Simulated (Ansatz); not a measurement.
Predict the output of the script below (Ansatz 0.2.0 through its Python package).

`relaxed_scan.py`:
```python
"""One bond of HKS held at set lengths while the rest relaxes."""

import warnings

import ansatz as az
import numpy as np

GEOMETRY = """
S    -0.59370   -0.75010   -0.41470
K     1.69800    0.05580    0.93810
H    -1.11530    0.62950   -0.53670
"""


def main() -> None:
    warnings.simplefilter("ignore", az.DeckWarning)

    hks = az.Crystal.molecule()
    for line in GEOMETRY.strip().splitlines():
        symbol, *xyz = line.split()
        hks = hks.atom(symbol, [float(v) for v in xyz])

    calculation = (
        hks.calculation()
        .basis(gaussian="def2-SVP")
        .functional("HF")
    )
    symbols = [site.symbol for site in hks.cartesian_sites]
    pairs = [(0, 1), (0, 2)]
    print("held (A)   E (eV)        ", "  ".join(f"{symbols[i]}{i}-{symbols[j]}{j}" for i, j in pairs))
    for length in [1.36, 1.48, 1.6, 1.78, 2.0]:
        rep = calculation.relax(constraints=[az.DistanceConstraint((0, 2), at=length)], force_tolerance=0.02, max_steps=60).run(threads=1).report
        xyz = np.array(rep["positions_ang"])
        print(f"{length:6.2f} {rep['free_energy_ev']:14.5f}  ", "  ".join(f"{np.linalg.norm(xyz[i] - xyz[j]):.3f}" for i, j in pairs))


if __name__ == "__main__":
    main()
```

```console
$ python relaxed_scan.py
held (A)   E (eV)         S0-K1  S0-H2
  1.36   -27132.46840   2.885  1.360
  1.48   -27132.26159   2.885  1.480
  1.60   -27131.86832   2.885  1.600
  1.78   -27131.15216   2.884  1.780
  2.00   -27130.28602   2.899  2.000
```

Total energies depend on the basis set; only differences at equal settings carry meaning. The energies are electronic: no zero-point or thermal terms, and the basis set is short of its limit. The script silences the warnings on its input, which a real study should read. Hardware and time: 20 s on 1 thread of Arm Neoverse N1, on a shared host, peak memory 0.17 GiB.

(Lines on the test bed's own set-up are left out of the output.)
